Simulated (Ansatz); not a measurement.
Ba2Tl5V3O12:

```
CELL_PARAMETERS angstrom
4.23698 2.44622 6.12840
-4.23698 2.44622 6.12840
0.00000 -4.89244 6.12840
ATOMIC_POSITIONS crystal
Ba 0.50000 0.50000 0.50000
Ba 0.00000 0.00000 0.00000
V 0.50000 0.50000 0.00000
V 0.00000 0.50000 0.50000
V 0.50000 0.00000 0.50000
Tl 0.00000 0.00000 0.50000
Tl 0.50000 0.00000 0.00000
Tl 0.00000 0.50000 0.00000
Tl 0.74045 0.74045 0.74045
Tl 0.25955 0.25955 0.25955
O 0.71652 0.08089 0.41242
O 0.41242 0.71652 0.08089
O 0.08089 0.41242 0.71652
O 0.58757 0.91911 0.28348
O 0.91911 0.28348 0.58757
O 0.28348 0.58757 0.91911
O 0.28348 0.91911 0.58757
O 0.58757 0.28348 0.91911
O 0.91911 0.58757 0.28348
O 0.41242 0.08089 0.71652
O 0.08089 0.71652 0.41242
O 0.71652 0.41242 0.08089
```

The cell was built by a generator and needn't be a form met in nature.

Base run:

* Program: Ansatz 0.2.0
* Functional: PBE
* Potentials or basis: all-electron LAPW, scalar-relativistic
* Cutoff: 423 eV
* Density cutoff: 1690 eV
* Basis error allowed: 0.003 eV/atom
* k mesh: 3 × 3 × 3
* Occupations: fermi-dirac, width 0.05 eV
* Spin: collinear spin, ferromagnetic start
* Starting moments: [0.0, 0.0, 2.0, 2.0, 2.0, 0.0, 0.0, 0.0, 0.0, 0.0, 0.0, 0.0, 0.0, 0.0, 0.0, 0.0, 0.0, 0.0, 0.0, 0.0, 0.0, 0.0] μB

Its results: pressure 0.0 GPa; net moment 1.16 μB per cell; site moments Ba +0.00, -0.00; V +0.28; Tl +0.00, +0.01; O -0.01 μB; largest force 0.014 eV/Å.

Question: The run is repeated on the same cell with these changes: functional from PBE to revPBE. What comes out?

Answer: Pressure 2.3 GPa; net moment 1.22 μB per cell; site moments Ba +0.00, -0.00; V +0.30; Tl +0.00, +0.01; O -0.02 μB; largest force 0.093 eV/Å.

revPBE binds less tightly than PBE, so the same cell stands under more pressure.

Caveats: the k mesh is thin for a metal, which can move the energy by tens of meV per atom.

Not every run made on this cell is shown here.
